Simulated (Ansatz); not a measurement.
# H₅OPSSi₂: a ladder of functionals and wavefunction methods

How much do the methods differ for H₅OPSSi₂? The plan is to run it at one geometry with functionals of several rungs and with coupled cluster. The yardstick is the atomisation energy at the CCSD(T) limit.

Program: Ansatz 0.2.0, Gaussian basis. Level of theory: functionals in def2-TZVPP, the program's frozen cores in correlated methods. These are calculated values, not measurements.

Levels to be run: LDA (SPW92), PBE-D4, revPBE-D4, BLYP-D4, r2SCAN-D4, B97M-V, PBE0-D4, B3LYP-D4, r2SCANh-D4, r2SCAN0-D4, HSE06-D4, BHLYP-D4, CAM-B3LYP-D4, LC-ωPBE, ωB97X-V, ωB97M-V, B2PLYP, PBE-QIDH; CCSD(T)/def2-SVP; CCSD(T)/def2-TZVPP; MP2/def2-QZVPP; extrapolation to the limit; RPA on PBE.

## 1. The relaxed structure

All runs share one geometry, relaxed beforehand with PBE0-D4 in a triple-zeta def2 set.

SMILES `[SiH3][SiH]1OPS1`, 10 atoms, charge 0, spin multiplicity 1.

Atoms are counted from 1 here; the program's logs count them from 0.

Bond lengths: Si1–Si2 2.343 Å, Si1–H6 1.488 Å, Si1–H7 1.488 Å, Si1–H8 1.486 Å, Si2–O3 1.676 Å, Si2–S5 2.144 Å, Si2–H9 1.486 Å, O3–P4 1.662 Å, P4–S5 2.163 Å, P4–H10 1.436 Å. Angles: Si2–Si1–H6 108.2°, Si2–Si1–H7 111.1°, Si2–Si1–H8 109.4°, H6–Si1–H7 109.1°, H6–Si1–H8 109.4°, H7–Si1–H8 109.5°, Si1–Si2–O3 112.0°, Si1–Si2–S5 113.1°, Si1–Si2–H9 112.9°, O3–Si2–S5 91.9°, O3–Si2–H9 111.4°, S5–Si2–H9 113.9°, Si2–O3–P4 100.9°, O3–P4–S5 91.6°, O3–P4–H10 98.0°, S5–P4–H10 96.4°, Si2–S5–P4 73.4°.

## 2. LDA

This LDA is Slater exchange with PW92 correlation.

Contents of in.yaml:

```yaml
crystal:
  periodic: [false, false, false]
  atoms:
    - {symbol: Si, position_ang: [-1.554483, -0.548652, -0.237465]}
    - {symbol: Si, position_ang: [0.430462, -0.053640, 0.904810]}
    - {symbol: O, position_ang: [1.782229, -0.614838, 0.087305]}
    - {symbol: P, position_ang: [2.364273, 0.798183, -0.566621]}
    - {symbol: S, position_ang: [1.047027, 1.986157, 0.671668]}
    - {symbol: H, position_ang: [-2.670327, 0.169296, 0.435054]}
    - {symbol: H, position_ang: [-1.833858, -2.009793, -0.218462]}
    - {symbol: H, position_ang: [-1.443090, -0.082321, -1.643851]}
    - {symbol: H, position_ang: [0.416916, -0.520698, 2.315102]}
    - {symbol: H, position_ang: [1.544150, 0.825208, -1.744541]}
basis:
  gaussian: {orbitals: def2-TZVPP}
hamiltonian: {xc: lda}
output: {orbitals: {seedname: orbitals}}
```

Run with:

```console
$ ansatz run in.yaml --threads 4 --pin off --events-out ev --progress --plain --max-ram 10444MiB
```

The runs that follow: PBE-D4 (GGA); revPBE-D4 (GGA); BLYP-D4 (GGA); r2SCAN-D4 (meta-GGA); B97M-V (meta-GGA); PBE0-D4 (hybrid); B3LYP-D4 (hybrid); r2SCANh-D4 (hybrid); r2SCAN0-D4 (hybrid); HSE06-D4 (hybrid); BHLYP-D4 (hybrid); CAM-B3LYP-D4 (range-separated); LC-ωPBE (range-separated); ωB97X-V (range-separated); ωB97M-V (range-separated); B2PLYP (double hybrid); PBE-QIDH (double hybrid); CCSD(T) in def2-SVP; CCSD(T) in def2-TZVPP; MP2 in def2-QZVPP; RPA on PBE orbitals.

Q: Predict the results of all the runs planned. Wanted: atomisation energy, CCSD(T)/CBS; farthest beyond LDA; mean size of error, GGA; mean size of error, meta-GGA; mean size of error, hybrid; mean size of error, range-separated; mean size of error, double hybrid; gap, smallest and largest; T1 diagnostic.

**Answer**, as computed:

```
                               quantity                                     value
        atomisation energy, CCSD(T)/CBS                            759.6 kcal/mol
functionals within 3.8 kcal/mol (0.5 %)         r2SCAN-D4, B3LYP-D4, CAM-B3LYP-D4
                    farthest beyond LDA                 BHLYP-D4 (-22.4 kcal/mol)
                mean size of error, GGA                              7.0 kcal/mol
           mean size of error, meta-GGA                              5.3 kcal/mol
             mean size of error, hybrid                              9.2 kcal/mol
    mean size of error, range-separated                              8.1 kcal/mol
      mean size of error, double hybrid                             14.5 kcal/mol
              gap, smallest and largest  3.07 eV (LDA (SPW92)), 9.99 eV (LC-ωPBE)
                          T1 diagnostic                                    0.0142
triples share of the correlation energy                                     4.3 %
```

In words: LDA overbinds by 108.9 kcal/mol (14 %). PBE-D4 is off by +5.7 kcal/mol. Double hybrids carry the basis error of their MP2 part in triple zeta, and no dispersion term here, so their miss is partly the set-up's. Taken by rung, meta-GGA functionals do best (5.3 kcal/mol on average) and double hybrid ones worst beyond LDA (14.5 kcal/mol). The gap between the best rungs is small, so their order is not settled. Misses under about 3.8 kcal/mol are within the doubt on the reference itself, which lacks core-valence correlation, relativity and higher excitations. Hartree-Fock recovers 69 % of the binding; the rest is correlation. CCSD(T) in def2-SVP is off by -85.9 kcal/mol, which most functionals beat. The gap grows from 3.1 to 10.0 eV across the functionals, mostly with the share of exact exchange.
